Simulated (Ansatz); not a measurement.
# BeRu3 in Ansatz: convergence with k mesh

Input of the first run (k mesh 3 × 3 × 3); the others differ in this setting and in those tied to it:

Contents of input.yaml:

```yaml
crystal:
  lattice:
    - [-1.805761, 1.805761, 3.953395]
    - [1.805761, -1.805761, 3.953395]
    - [1.805761, 1.805761, -3.953395]
  atoms:
    - { symbol: Ru, position: [0.495514, 0.49538, -0.009778] }
    - { symbol: Ru, position: [0.253213, 0.767322, 0.501898] }
    - { symbol: Ru, position: [0.756502, 0.236199, 0.494989] }
    - { symbol: Be, position: [-0.018625, -0.016652, -0.016214] }
hamiltonian:
  xc: lda
  pseudopotentials: { kind: paw }
kpoints:
  mp_grid: { grid: [3, 3, 3] }
scf:
  occupations: { method: methfessel_paxton, width: 0.1 }
output:
  forces: true
  stress: true
  eigenvalues: true
```

Potentials or basis: Ansatz PAW.

Run with:

```console
$ ansatz run input.yaml --threads 2 --pin off --max-ram 5632MiB --backend cpu --events-out ev --progress --plain --runs-dir out
```

The cell isn't the ideal one: atoms moved at random, drawn with an rms of 0.05 Å.

The cell comes from a database or a generator and needn't be the stable form of this composition.

Hardware: 2 threads of Arm Neoverse V2 (shared host).

**Question.** The values tried are 3 × 3 × 3, 3 × 3 × 4, 4 × 4 × 5, 5 × 5 × 6, 6 × 6 × 8, 7 × 7 × 9, 9 × 9 × 12, 11 × 11 × 14, 13 × 13 × 17, loosest first. From which on does the pressure stay within 0.1 GPa of the tightest run that finished?

**Answer.** From 5 × 5 × 6 on.

| k mesh | energy less the tightest run, at zero smearing (meV/atom) | pressure (GPa) | largest force (eV/Å) | SCF cycles | CPU time (s) | peak memory (GiB) |
| --- | --- | --- | --- | --- | --- | --- |
| 3 × 3 × 3 | 30.22 | -13.69 | 0.479 | 7 | 2.3 | 0.3 |
| 3 × 3 × 4 | 31.02 | -13.72 | 0.838 | 7 | 2.5 | 0.31 |
| 4 × 4 × 5 | -4.02 | -14.48 | 1.021 | 7 | 5.3 | 0.35 |
| 5 × 5 × 6 | -0.92 | -14.32 | 1.042 | 6 | 9.2 | 0.38 |
| 6 × 6 × 8 | 1.29 | -14.36 | 1.032 | 6 | 18 | 0.46 |
| 7 × 7 × 9 | -1.16 | -14.38 | 1.047 | 6 | 26 | 0.54 |
| 9 × 9 × 12 | 0.53 | -14.35 | 1.030 | 6 | 60 | 0.83 |
| 11 × 11 × 14 | 0.21 | -14.35 | 1.058 | 6 | 110 | 1.2 |
| 13 × 13 × 17 | 0.00 | -14.35 | 1.037 | 6 | 180 | 1.9 |

Against the tightest run, the energy stays within 1 meV/atom from 9 × 9 × 12 on. Not settled before the last step: the largest force (to 0.005 eV/Å). Meshes of other sizes hit other points, so gaps and Fermi surfaces needn't settle smoothly. The tightest run that finished is the yardstick and may itself not be fully converged.

Caveat, for the tightest run too: the PAW data sets come from PBE, with cores solved anew for the run's functional, which leaves a small shift of forces and pressure.
